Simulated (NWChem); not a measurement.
# One shape, several levels: triplet CHBrClF

We compute a comparison of 3 runs (U-wB97X/def2-SVPD, UB2PLYP/def2-SVPD, UCAM-B3LYP/def2-SVPD) of triplet CHBrClF. 

The results are computed with NWChem 7.3.0.

## 1. The system as given

CHBrClF has 5 atoms, charge 0, and is taken as a triplet. SMILES of the parent species: `FC(Cl)Br`. Geometry: relaxed at PBE0-D4/def2-TZVP. That shape belongs to the parent species and isn't relaxed for this state.

Bond lengths: F1–C2 1.339 Å, C2–Cl3 1.753 Å, C2–Br4 1.934 Å, C2–H5 1.087 Å. Angles: F1–C2–Cl3 109.8°, F1–C2–Br4 109.3°, Cl3–C2–Br4 111.8°, F1–C2–H5 109.9°, Cl3–C2–H5 108.8°, Br4–C2–H5 107.2°.

## 2. The energy at U-wB97X/def2-SVPD (run 1)

File work.xyz:

```xyz
5

F     -0.468900     0.166900     1.292700
C      0.049600     0.103800     0.059700
Cl     1.396100    -1.018300     0.038800
Br    -1.333700    -0.411000    -1.190000
H      0.406800     1.084900    -0.242500
```

File run.py:

```python
from ase.io import read
from ase.calculators.nwchem import NWChem

mol = read('work.xyz')

calc = NWChem(
    label='work',
    theory='dft',
    memory='2200 mb',
    basis='def2-SVPD',
    basispar='spherical bse',
    dft={'xc': 'wb97x', 'mult': '3', 'grid': 'fine', 'convergence': 'energy 1e-08', 'iterations': '100', 'mulliken': None},
    task='energy',
)
mol.calc = calc

print(f"energy = {mol.get_potential_energy():.6f} eV")
```

The run is started by

```sh
$ export ASE_NWCHEM_COMMAND="nwchem PREFIX.nwi > PREFIX.nwo"
$ python run.py
```

The program printed:

```text
energy = -86318.304791 eV
```

The calculator wrote work.nwi:

```
title "work"

permanent_dir work

scratch_dir work

start work

geometry units angstrom nocenter noautosym noautoz
  F  -4.6889999999999998e-01 1.6689999999999999e-01 1.2927000000000000e+00
  C  4.9599999999999998e-02 1.0380000000000000e-01 5.9700000000000003e-02
  Cl 1.3960999999999999e+00 -1.0183000000000000e+00 3.8800000000000001e-02
  Br -1.3337000000000001e+00 -4.1099999999999998e-01 -1.1899999999999999e+00
  H  4.0679999999999999e-01 1.0849000000000000e+00 -2.4249999999999999e-01
end

memory 2200 mb

basis spherical bse noprint
   * library def2-SVPD
end

dft
  xc wb97x
  mult 3
  grid fine
  convergence energy 1e-08
  iterations 100
  mulliken
end

task dft energy
```

work.nwo:

```text
Northwest Computational Chemistry Package (NWChem) 7.3.0
             --------------------------------------------------------

           Job information
           ---------------

    nwchem branch   = 7.3.0
    use scalapack   = T
    input           = work.nwi
    prefix          = work.
    data base       = work/work.db
    status          = startup
    nproc           =        1

           Memory information
           ------------------

    heap     =     72089594 doubles =      550.0 Mbytes
    stack    =     72089599 doubles =      550.0 Mbytes
    global   =    144179200 doubles =     1100.0 Mbytes (distinct from heap & stack)
    total    =    288358393 doubles =     2200.0 Mbytes
    verify   = yes
    hardfail = no

[... 103 lines left out ...]
  convergence criterion.
[... 18 lines left out ...]
          Convergence on gradient requested:  5.00D-04
[... 33 lines left out ...]
          Convergence aids based upon iterative change in
[... 28 lines left out ...]
 1-e energy   =   -5050.822645
[... 53 lines left out ...]
         Total DFT energy =    -3172.139218268520
[... 2 lines left out ...]
    Exchange-Corr. energy =     -135.813355228343
[... 854 lines left out ...]
                     DFT Final Beta Molecular Orbital Analysis
[... 956 lines left out ...]
 center of mass
 --------------
 x =  -0.84480088 y =  -0.80976816 z =  -0.88397176

 moments of inertia (a.u.)
 ------------------
         491.243391501398         125.082693868267        -308.655269676915
         125.082693868267        1065.091902107883         -43.455532481630
        -308.655269676915         -43.455532481630         749.775250854104

     Multipole analysis of the density
     ---------------------------------

     L   x y z        total         alpha         beta         nuclear
     -   - - -        -----         -----         ----         -------
     0   0 0 0     -0.000000    -35.000000    -33.000000     68.000000

     1   1 0 0     -0.146485     26.682270     23.176229    -50.004984
[... 8 lines of this table left out ...]
     2   0 0 2    -33.368556   -137.685855   -126.762497    231.079797

 Task  times  cpu:      303.4s     wall:      303.4s
 Total times  cpu:      303.4s     wall:      303.4s
```

It took 5.1 min on 1 thread of Intel Xeon Platinum 8488C (Sapphire Rapids), shared host; peak memory 0.11 GiB.

## 3. The energy at UB2PLYP/def2-SVPD (run 2)

File sp.nw:

```
start sp
title "CHBrClF"
memory stack 880 mb heap 220 mb global 1100 mb

geometry noautosym nocenter noautoz
 F       -0.468900       0.166900       1.292700
 C        0.049600       0.103800       0.059700
 Cl       1.396100      -1.018300       0.038800
 Br      -1.333700      -0.411000      -1.190000
 H        0.406800       1.084900      -0.242500
end

basis "ao basis" spherical bse
 * library def2-SVPD
end

dft
 xc hfexch 0.53 becke88 0.47 lyp 0.73 mp2 0.27
 dftmp2 semidirect
 mult 3
 grid fine
 convergence energy 1e-08
 iterations 100
 mulliken
 noprint "final vectors analysis"
end

mp2
 freeze core 16
end

task dft
```

The run is started by

```sh
$ nwchem sp.nw > sp.out
```

The program printed:

```text
[...]
          Wavefunction type:  spin polarized.
          No. of atoms     :     5
          No. of electrons :    68
[...]
          Charge           :     0
          Spin multiplicity:     3
[...]
          AO basis - number of functions:   119
[...]
              XC Information
              --------------
                     Hartree-Fock (Exact) Exchange  0.530
                    Becke 1988 Exchange Functional  0.470
              Lee-Yang-Parr Correlation Functional  0.730
[...]
 d= 0,ls=0.0,diis     1  -3171.1056529630 -3.49D+03  1.87D-02  2.37D-01     4.2
[...]
 d= 0,ls=0.0,diis    30  -3171.2624911771 -1.26D-09  2.16D-07  5.27D-11   101.5
[...]
         Total DFT energy =    -3171.262491177123
      One electron energy =    -5049.842703287713
           Coulomb energy =     1690.484403834613
    Exchange-Corr. energy =     -134.981724619061
 Nuclear repulsion energy =      323.077532895038
[...]
      Total Density - Mulliken Population Analysis
     ---------------------------------------------
    Atom       Charge   Shell Charges
 -----------   ------   -------------------------------------------------------
    1 F    9     9.45   1.99  1.14  0.80  0.08  3.35  1.95  0.14  0.01  0.01
    2 C    6     5.32   1.99  0.99 -0.12 -0.13  1.91  0.64  0.09 -0.06
    3 Cl  17    17.37   2.00  1.99  1.27  0.68  0.02  5.93  2.13  3.05  0.22  0.04  0.03
    4 Br  35    34.93   2.00  2.00  1.99  1.50  0.45  0.02  6.00  5.98  2.23  2.46  0.14  8.21  1.75  0.15  0.05
    5 H    1     0.94   0.76  0.11  0.02  0.04
[...]
      <S2> =      2.0089 (Exact =     2.0000)
[...]
  Basis functions       =    119
[...]
```

Wall time 1.9 min (1 thread of Intel Xeon Platinum 8488C (Sapphire Rapids), shared host); peak memory 0.53 GiB.

## 4. A single-point energy at UCAM-B3LYP/def2-SVPD (run 3)

File struct.nw:

```
start struct
title "CHBrClF"
memory total 2200 mb
charge 0
geometry units au noautosym nocenter noautoz
   F  -0.88609258  0.31539529  2.44284896
   C   0.09373042  0.19615357  0.11281665
   Cl  2.63824664 -1.92430811  0.07332137
   Br -2.52032773 -0.77667744 -2.24877409
   H   0.76874059  2.05016387 -0.45825859
end
basis "ao basis" spherical bse
   * library def2-SVPD
end
dft
   xc xcamb88 1.00 lyp 0.81 vwn_5 0.19 hfexch 1.00
   cam 0.33 cam_alpha 0.19 cam_beta 0.46
   mult 3
   grid fine
   convergence energy 1e-08
   direct
   maxiter 100
   mulliken
   noprint "final vectors analysis"
end
task dft energy
```

The run is started by

```sh
$ nwchem struct.nw > struct.out
```

The program printed:

```text
[...]
          Wavefunction type:  spin polarized.
          No. of atoms     :     5
          No. of electrons :    68
[...]
          Charge           :     0
          Spin multiplicity:     3
[...]
          AO basis - number of functions:   119
[...]
              XC Information
              --------------
                     Hartree-Fock (Exact) Exchange  1.000
                   CAM-Becke88 Exchange Functional  1.000
                      VWN V Correlation Functional  0.190 local
              Lee-Yang-Parr Correlation Functional  0.810
[...]
 d= 0,ls=0.0,diis     1  -3172.0756240892 -3.50D+03  1.87D-02  3.02D-01     9.9
[...]
 d= 0,ls=0.0,diis    29  -3172.2404735785 -1.59D-09  7.99D-07  7.09D-11   273.9
[...]
         Total DFT energy =    -3172.240473578513
      One electron energy =    -5049.504125956363
           Coulomb energy =     1690.081549507981
    Exchange-Corr. energy =     -135.895406924167
 Nuclear repulsion energy =      323.077509794036
[...]
      Total Density - Mulliken Population Analysis
     ---------------------------------------------
    Atom       Charge   Shell Charges
 -----------   ------   -------------------------------------------------------
    1 F    9     9.37   1.99  1.14  0.77  0.10  3.35  1.86  0.14  0.01  0.01
    2 C    6     5.46   1.99  1.00 -0.12 -0.08  1.95  0.63  0.09  0.00
    3 Cl  17    17.29   2.00  1.98  1.29  0.63  0.04  5.93  2.17  2.96  0.22  0.04  0.04
    4 Br  35    34.90   2.00  2.00  1.99  1.53  0.40  0.04  6.00  5.97  2.28  2.40  0.14  8.20  1.75  0.16  0.05
    5 H    1     0.98   0.75  0.16  0.02  0.04
[...]
      <S2> =      2.0058 (Exact =     2.0000)
[...]
```

It took 4.6 min on 1 thread of Intel Xeon Platinum 8488C (Sapphire Rapids), shared host; peak memory 0.11 GiB.

## 5. Overview of the runs

```csv
run,level,frozen core orbitals,energy (Eh),dipole moment (D),⟨S²⟩,wall time
1,U-wB97X/def2-SVPD,–,-3172.139218,1.54,2.007,5.1 min
2,UB2PLYP/def2-SVPD,16,-3171.492618,1.59,2.009,1.9 min
3,UCAM-B3LYP/def2-SVPD,–,-3172.240474,1.42,2.006,4.6 min
```

## 6. Summary of results

```
            quantity           value
 run 3: total energy  -3172.24047 Eh
run 3: dipole moment          1.42 D
         run 3: ⟨S²⟩           2.006
```

In words: The dipole moment (its size) runs from 1.42 D (UCAM-B3LYP/def2-SVPD) to 1.59 D (UB2PLYP/def2-SVPD). A double hybrid's value is that of its SCF part. Totals of different functionals can't be ranked against each other. All runs together took 12 min, the longest 5.1 min.
